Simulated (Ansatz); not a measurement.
# CH₅BOSi: how energies converge with the basis set

The task here is to estimate one member of a computed series from the others.

Computed with Ansatz 0.2.0, Gaussian basis. Level: one geometry, several basis sets.

Plan: PBE0-D4/def2-SVP; ωB97M-V/def2-SVP; PBE0-D4/def2-QZVPP; ωB97M-V/def2-QZVPP; the functionals' def2-TZVPP values are taken from earlier runs.

**Structure used throughout**

The geometry comes from an earlier relaxation with PBE0-D4 in a triple-zeta def2 set; it is a stationary point, not always the lowest conformer.

SMILES `B1CO[SiH2]1`, 9 atoms, charge 0, spin multiplicity 1.

Atoms are counted from 1 here; the program's logs count them from 0.

Bond lengths: B1–C2 1.572 Å, B1–Si4 2.009 Å, B1–H5 1.190 Å, C2–O3 1.451 Å, C2–H6 1.100 Å, C2–H7 1.100 Å, O3–Si4 1.682 Å, Si4–H8 1.491 Å, Si4–H9 1.491 Å. Angles: C2–B1–Si4 81.1°, C2–B1–H5 130.0°, Si4–B1–H5 148.9°, B1–C2–O3 102.7°, B1–C2–H6 113.6°, B1–C2–H7 113.6°, O3–C2–H6 110.5°, O3–C2–H7 110.5°, H6–C2–H7 106.1°, C2–O3–Si4 97.0°, B1–Si4–O3 79.1°, B1–Si4–H8 120.9°, B1–Si4–H9 120.9°, O3–Si4–H8 112.9°, O3–Si4–H9 112.9°, H8–Si4–H9 107.2°.

The first run:

Input file in.yaml:

```yaml
crystal:
  periodic: [false, false, false]
  atoms:
    - {symbol: B, position_ang: [1.089124, 0.085221, -0.246238]}
    - {symbol: C, position_ang: [0.251974, -0.809138, 0.739588]}
    - {symbol: O, position_ang: [-1.107439, -0.359526, 0.503066]}
    - {symbol: Si, position_ang: [-0.742944, 0.794314, -0.664713]}
    - {symbol: H, position_ang: [2.261716, 0.113757, -0.444433]}
    - {symbol: H, position_ang: [0.341418, -1.887437, 0.539109]}
    - {symbol: H, position_ang: [0.524457, -0.672338, 1.796922]}
    - {symbol: H, position_ang: [-1.389841, 0.514756, -1.979008]}
    - {symbol: H, position_ang: [-1.139964, 2.174090, -0.261489]}
basis:
  gaussian: {orbitals: def2-SVP}
hamiltonian: {xc: pbe0, dispersion: d4}
output: {orbitals: {seedname: orbitals}}
```

The run is started by

```console
$ ansatz run in.yaml --threads 2 --pin off --events-out ev --progress --plain --max-ram 4352MiB
```

Among the steps run: PBE0-D4 in def2-SVP; ωB97M-V in def2-SVP; PBE0-D4 in def2-QZVPP; ωB97M-V in def2-QZVPP.

One of the session's tables, all rows but one given; the rest of the session is left out.

It belongs to the step «Functionals by basis». 

| functional | basis | HOMO (eV) | LUMO (eV) |
| --- | --- | --- | --- |
| PBE0-D4 | def2-SVP | -7.69 | -2.28 |
| PBE0-D4 | def2-TZVPP | ? | ? |
| PBE0-D4 | def2-QZVPP | -7.68 | -2.31 |
| ωB97M-V | def2-SVP | -9.82 | -0.19 |
| ωB97M-V | def2-TZVPP | -9.82 | -0.29 |
| ωB97M-V | def2-QZVPP | -9.84 | -0.34 |

Q: Estimate the row for PBE0-D4, def2-TZVPP from the others.

**Answer.** HOMO (eV): -7.67; LUMO (eV): -2.29. In the column «HOMO (eV)» it is the highest.
